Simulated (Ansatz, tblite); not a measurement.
# The cluster Mo3S7−: a ladder of methods and basis sets

One table from this session's results is given with a row withheld; the runs are named, their logs left out.

Program: Ansatz 0.2.0, Gaussian basis. Level of theory: as each input shows. These are calculated values, not measurements.

The runs, in order: GFN1-xTB, GFN2-xTB, PBE-D4/def2-SVP, r2SCAN-D4/def2-SVP, LDA/def2-SVP, MP2/def2-SVPD.

5 further runs of the same task are left out: 4 that didn't finish, 1 set aside as unsound or not needed.

## The relaxed structure

The doublet was relaxed beforehand with r2SCAN-D4/def2-SVP. At that level it is the lowest of the isomers that a small search found.

10 atoms, charge -1, spin multiplicity 2.

Bond lengths: Mo1–S6 2.136 Å, Mo1–S7 2.346 Å, Mo1–S10 2.269 Å, Mo2–S5 2.138 Å, Mo2–S8 2.127 Å, Mo2–S9 2.357 Å, Mo2–S10 2.357 Å, Mo3–S4 2.136 Å, Mo3–S7 2.346 Å, Mo3–S9 2.269 Å. Angles: S6–Mo1–S7 118.7°, S6–Mo1–S10 116.5°, S7–Mo1–S10 122.2°, S5–Mo2–S8 110.6°, S5–Mo2–S9 100.4°, S5–Mo2–S10 100.4°, S8–Mo2–S9 106.4°, S8–Mo2–S10 106.4°, S9–Mo2–S10 131.5°, S4–Mo3–S7 118.8°, S4–Mo3–S9 116.5°, S7–Mo3–S9 122.3°, Mo1–S7–Mo3 61.6°, Mo2–S9–Mo3 86.6°, Mo1–S10–Mo2 86.5°.

Geometry (Å):

```xyz
10

Mo   -0.0397    1.6745    0.2621
Mo    1.2530   -1.2177    0.1403
Mo   -1.6953   -0.0510    0.0443
S    -2.9020    0.3120   -1.6805
S     2.2981   -2.4020    1.5809
S    -0.2453    3.0814   -1.3320
S    -1.7802    1.4764    1.8224
S     1.9521   -1.6393   -1.8242
S    -0.9007   -2.1617    0.2970
S     2.0600    0.9275    0.6897
```

Mo takes a core potential in the def2 sets. No spin-orbit coupling is included. The ion is computed in the gas phase, without counter-ions or solvent.

PBE0-D4/def2-SVP was run before; its log isn't repeated, and its numbers join the tables.

Set-up of the first run:

Tight binding, by tblite at 300 K electronic temperature and without a spin-polarisation term:

```python
tblite.interface.Calculator('GFN1-xTB', numbers, positions, charge=-1, uhf=1).singlepoint()
```

Tight binding, by tblite at 300 K electronic temperature and without a spin-polarisation term:

```python
tblite.interface.Calculator('GFN2-xTB', numbers, positions, charge=-1, uhf=1).singlepoint()
```

start.molden holds the orbitals of an earlier run on this state, given as this run's starting guess.

File in.yaml:

```yaml
crystal:
  periodic: [false, false, false]
  atoms:
    - {symbol: Mo, position_ang: [-0.039692, 1.674487, 0.262092]}
    - {symbol: Mo, position_ang: [1.252990, -1.217695, 0.140281]}
    - {symbol: Mo, position_ang: [-1.695335, -0.051012, 0.044315]}
    - {symbol: S, position_ang: [-2.902030, 0.311972, -1.680479]}
    - {symbol: S, position_ang: [2.298106, -2.401960, 1.580943]}
    - {symbol: S, position_ang: [-0.245260, 3.081356, -1.331965]}
    - {symbol: S, position_ang: [-1.780238, 1.476413, 1.822395]}
    - {symbol: S, position_ang: [1.952087, -1.639332, -1.824244]}
    - {symbol: S, position_ang: [-0.900655, -2.161678, 0.296962]}
    - {symbol: S, position_ang: [2.060027, 0.927460, 0.689710]}
basis:
  gaussian: {orbitals: def2-SVP, initial_orbitals: start.molden}
total_charge: -1
magnetization: {spin_polarized: true, initial_magnetization: 1}
hamiltonian: {xc: pbe, dispersion: d4}
scf: {omitted_lower_state_checks: [starts]}
output: {forces: true, orbitals: {seedname: orbitals}}
```

The run is started by

```bash
> ansatz run in.yaml --threads 6 --pin off --events-out ev --progress --plain --max-ram 7833MiB
```

Among the steps run: PBE-D4/def2-SVP; r2SCAN-D4/def2-SVP; LDA/def2-SVP; MP2/def2-SVPD.

One of the session's tables, all rows but one given; the rest of the session is left out.

It belongs to the step «Levels side by side». 

| level | HOMO (eV) | LUMO (eV) | gap (eV) |
| --- | --- | --- | --- |
| LDA/def2-SVP | -1.97 | -1.71 | 0.26 |
| PBE-D4/def2-SVP | ? | ? | ? |
| r2SCAN-D4/def2-SVP | -2.19 | -1.60 | 0.60 |
| PBE0-D4/def2-SVP | -2.88 | -1.00 | 1.88 |

**Question.** Estimate the row for PBE-D4/def2-SVP.

The run gave: HOMO (eV): -1.89; LUMO (eV): -1.52; gap (eV): 0.37. In the column «HOMO (eV)» it is the highest.
